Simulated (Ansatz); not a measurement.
# 2 structures of Cu3Sb: ranking of polymorphs by energy, by script

The task is a ranking of polymorphs by energy, for 2 structures of Cu3Sb.

Program: Ansatz 0.2.0, driven from Python. Level of theory: DFT PBEsol+D3(BJ) with three-body term, plane waves, PAW. These are calculated values, not measurements.

**1. Starting point**

Cu3Sb Fm-3m: It takes space group Fm-3m (No. 225, cubic). Conventional cell: a = 6.226 Å, b = 6.226 Å, c = 6.226 Å, α = 90.00°, β = 90.00°, γ = 90.00°. Cu (site symmetry m-3m) has 8 Cu at 2.70 Å as nearest neighbours. Cu (site symmetry -43m) has 4 Cu at 2.70 Å and 4 Sb at 2.70 Å as nearest neighbours. Around Sb (site symmetry m-3m) lie 8 Cu at 2.70 Å.

Cu3Sb Pm-3m: The structure is cubic, space group Pm-3m (No. 221). Conventional cell: a = 3.897 Å, b = 3.897 Å, c = 3.897 Å, α = 90.00°, β = 90.00°, γ = 90.00°. Around Cu (site symmetry 4/mmm) lie 8 Cu at 2.76 Å and 4 Sb at 2.76 Å. Sb (site symmetry m-3m) is surrounded by 12 Cu at 2.76 Å.

No structure file is read: the coordinates are typed or built in the script.

**2. Script**

File cu3sb.py:

```python
import warnings

import ansatz as az
import numpy as np
import pandas as pd
import spglib

config = {
    "xc": "pbesol",
    "vdw": "d3bjatm",
    "ecut": 500,
    "kspacing": 0.15,
    "occupations": "fermi_dirac",
    "sigma": 0.05,
}

PHASES = {
    "Fm-3m": (
        [[0.0, 3.112952, 3.112952], [3.112952, 0.0, 3.112952], [3.112952, 3.112952, 0.0]],
        [
            ("Cu", [0.5, 0.5, 0.5]),
            ("Cu", [0.25, 0.25, 0.25]),
            ("Cu", [0.75, 0.75, 0.75]),
            ("Sb", [0.0, 0.0, 0.0]),
        ],
    ),
    "Pm-3m": (
        [[3.897337, 0.0, 0.0], [0.0, 3.897337, 0.0], [0.0, 0.0, 3.897337]],
        [
            ("Cu", [0.5, 0.5, 0.0]),
            ("Cu", [0.5, 0.0, 0.5]),
            ("Cu", [0.0, 0.5, 0.5]),
            ("Sb", [0.0, 0.0, 0.0]),
        ],
    ),
}


def build(vectors, sites):
    crystal = az.Crystal(lattice=az.Lattice.of(vectors))
    for symbol, position in sites:
        crystal = crystal.atom(symbol, position)
    return crystal


def ground_state(name, crystal):
    calc = (
        crystal.calculation()
        .functional(config["xc"], dispersion=config["vdw"])
        .basis(config["ecut"])
        .kpoints(spacing=config["kspacing"])
        .occupations(config["occupations"], width=config["sigma"])
        .stress()
        .band_table()
    )
    calc = calc.relax(force_tolerance=0.01, cell=True)
    return calc.run()


def space_group(outcome):
    sites = outcome.report["lattice"]["sites"]
    kinds = sorted({site["symbol"] for site in sites})
    cell = (outcome.lattice.cell_ang, [site["position_frac"] for site in sites], [kinds.index(site["symbol"]) for site in sites])
    return spglib.get_spacegroup(cell, symprec=0.01)


def volume_per_atom(outcome):
    return abs(np.linalg.det(outcome.lattice.cell_ang)) / len(outcome.lattice.sites)


def pressure_gpa(outcome):
    return float(np.trace(outcome.report["stress_gpa"]) / 3)

warnings.simplefilter("ignore", az.DeckWarning)

phases = {name: build(*cell) for name, cell in PHASES.items()}

done = {}
for name, crystal in phases.items():
    done[name] = ground_state(name, crystal)
    print(f"{name}: {done[name].report['energy_sigma0_ev']:.4f} eV, {len(done[name].lattice.sites)} atoms")

energy = {name: o.report["energy_sigma0_ev"] / len(o.lattice.sites) for name, o in done.items()}
lowest = min(energy.values())
rows = [(name, len(o.lattice.sites), 1000 * (energy[name] - lowest), space_group(o), volume_per_atom(o), pressure_gpa(o)) for name, o in done.items()]
rows.sort(key=lambda row: row[2])
print(pd.DataFrame(rows, columns=["phase", "atoms", "dE (meV/atom)", "space group", "V (A^3/atom)", "P (GPa)"]).round(4).to_string(index=False))
```

**3. What the engine is handed**

The package turns the script's settings into the engine's input (first run):

```yaml
crystal:
  lattice:
    - [0.0, 3.112952, 3.112952]
    - [3.112952, 0.0, 3.112952]
    - [3.112952, 3.112952, 0.0]
  atoms:
    - { symbol: Cu, position: [0.5, 0.5, 0.5] }
    - { symbol: Cu, position: [0.25, 0.25, 0.25] }
    - { symbol: Cu, position: [0.75, 0.75, 0.75] }
    - { symbol: Sb, position: [0.0, 0.0, 0.0] }
basis:
  ecutwfc: 500.0
kpoints:
  mp_grid:
    kspacing: 0.15
hamiltonian:
  xc: pbesol
  dispersion: d3bjatm
scf:
  occupations:
    method: fermi_dirac
    width: 0.05
relax:
  f_tol: 0.01
  cell: {}
output:
  stress: true
  eigenvalues: true
```

**4. Launch**

Started as:

```
$ python cu3sb.py
```

**Question.** Which of these structures comes out lowest, and how far apart are they?

As calculated:

| quantity | value |
| --- | --- |
| runs compared | 2 |
| lowest | run 2 (Pm-3m) |
| next above it by | 110.3 meV/atom |
| moves of the relaxation of run 1 | 3 |
| energy gained in run 1 (ahead of the last change of basis) | 38.0 meV/atom |
| last largest force component of run 1 | 0.0000 eV/Å |
| relaxed conventional cell of run 1 | a = 6.055 Å, b = 6.055 Å, c = 6.055 Å, α = 90.00°, β = 90.00°, γ = 90.00° |
| space group at the end of run 1 | Fm-3m |
| moves of the relaxation of run 2 | 3 |
| energy gained in run 2 (ahead of the last change of basis) | 37.2 meV/atom |
| last largest force component of run 2 | 0.0000 eV/Å |
| relaxed conventional cell of run 2 | a = 3.794 Å, b = 3.794 Å, c = 3.794 Å, α = 90.00°, β = 90.00°, γ = 90.00° |
| space group at the end of run 2 | Pm-3m |

What this shows: By space group at the end of each run: Pm-3m (+0 meV an atom, 13.7 Å³) and Fm-3m (+110 meV an atom, 13.9 Å³). In run 1, over 3 moves the cell shrank by 8.0 % in volume, and the space group stayed Fm-3m. In run 2, over 3 moves the cell shrank by 7.7 % in volume, and the space group stayed Pm-3m. Notes:
- Spin is left out of this run.
- Pressure is positive in compression.
- The ranking holds among these structures alone, at zero temperature; the ground state may be another structure. Differences under 10 to 15 meV an atom lie within the error of mesh and functional. Whether this is the phase that is stable at ambient conditions was not tested.
